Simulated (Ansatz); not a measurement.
**C2H5NZn: a ladder of functionals and wavefunction methods**

Aim: compute C2H5NZn with functionals from several rungs and with coupled cluster. The yardstick is the atomisation energy at the CCSD(T) limit.

Program: Ansatz 0.2.0, Gaussian basis. Level of theory: functionals in def2-TZVPP, the program's frozen cores in correlated methods. These are calculated values, not measurements.

The runs, in order: PBE-D4, r2SCAN-D4, PBE0-D4, B3LYP-D4, ωB97X-V, ωB97M-V, B2PLYP; CCSD(T)/def2-TZVPP; MP2/def2-QZVPP; extrapolation to the limit.

## Step 1: The relaxed structure

The geometry comes from an earlier relaxation with PBE0-D4 in a triple-zeta def2 set; it is a stationary point, not always the lowest conformer.

9 atoms, charge 0, spin multiplicity 1.

Atoms are counted from 1 here; the program's logs count them from 0.

Bond lengths: C1–N2 1.379 Å, C1–Zn4 2.314 Å, C1–H5 1.083 Å, C1–H6 1.086 Å, N2–C3 1.379 Å, N2–H7 1.010 Å, C3–Zn4 2.314 Å, C3–H8 1.083 Å, C3–H9 1.086 Å. Angles: N2–C1–Zn4 80.8°, N2–C1–H5 115.1°, N2–C1–H6 115.2°, Zn4–C1–H5 129.9°, Zn4–C1–H6 96.8°, H5–C1–H6 114.7°, C1–N2–C3 121.5°, C1–N2–H7 113.7°, C3–N2–H7 113.7°, N2–C3–Zn4 80.8°, N2–C3–H8 115.1°, N2–C3–H9 115.2°, Zn4–C3–H8 129.9°, Zn4–C3–H9 96.8°, H8–C3–H9 114.7°, C1–Zn4–C3 62.6°.

## Step 2: PBE-D4 (GGA)

File in.yaml:

```yaml
crystal:
  periodic: [false, false, false]
  atoms:
    - {symbol: C, position_ang: [-0.252576, 1.019526, -0.584513]}
    - {symbol: N, position_ang: [0.613563, 0.111324, -0.014124]}
    - {symbol: C, position_ang: [0.153433, -0.945791, 0.741569]}
    - {symbol: Zn, position_ang: [-1.486651, -0.914353, -0.891073]}
    - {symbol: H, position_ang: [0.193579, 1.681887, -1.315896]}
    - {symbol: H, position_ang: [-0.938108, 1.501328, 0.106042]}
    - {symbol: H, position_ang: [1.400993, -0.122345, -0.601521]}
    - {symbol: H, position_ang: [0.892977, -1.703613, 0.968455]}
    - {symbol: H, position_ang: [-0.488710, -0.674264, 1.573961]}
basis:
  gaussian: {orbitals: def2-TZVPP}
hamiltonian: {xc: pbe, dispersion: d4}
output: {forces: true, orbitals: {seedname: orbitals}}
```

Run with:

```bash
> ansatz run in.yaml --threads 4 --pin off --events-out ev --progress --plain --max-ram 10444MiB
```

The runs that follow: r2SCAN-D4 (meta-GGA); PBE0-D4 (hybrid); B3LYP-D4 (hybrid); ωB97X-V (range-separated); ωB97M-V (range-separated); B2PLYP (double hybrid); CCSD(T) in def2-TZVPP; MP2 in def2-QZVPP.

Before running them: what should the planned runs give, taken together? Wanted: atomisation energy, CCSD(T)/CBS; farthest; mean size of error, hybrid; mean size of error, range-separated; gap, smallest and largest; T1 diagnostic; triples share of the correlation energy.

**Answer**, as computed:

```
                               quantity                                value
        atomisation energy, CCSD(T)/CBS                       701.0 kcal/mol
functionals within 3.5 kcal/mol (0.5 %)                     ωB97X-V, ωB97M-V
                               farthest              PBE-D4 (+30.0 kcal/mol)
             mean size of error, hybrid                         6.9 kcal/mol
    mean size of error, range-separated                         0.8 kcal/mol
              gap, smallest and largest  2.87 eV (PBE-D4), 7.96 eV (ωB97X-V)
                          T1 diagnostic                               0.0147
triples share of the correlation energy                                4.3 %
```

PBE-D4 misses by +30.0 kcal/mol. Double hybrids carry the basis error of their MP2 part in triple zeta, and no dispersion term here, so their miss is partly the set-up's. Misses under about 3.5 kcal/mol are within the doubt on the reference itself, which lacks core-valence correlation, relativity and higher excitations. Hartree-Fock recovers 66 % of the binding; the rest is correlation. The gap grows from 2.9 to 8.0 eV across the functionals, mostly with the share of exact exchange. The restricted reference is unstable towards a spin-broken one. For Zn the d shell is correlated and the shells below it are frozen.
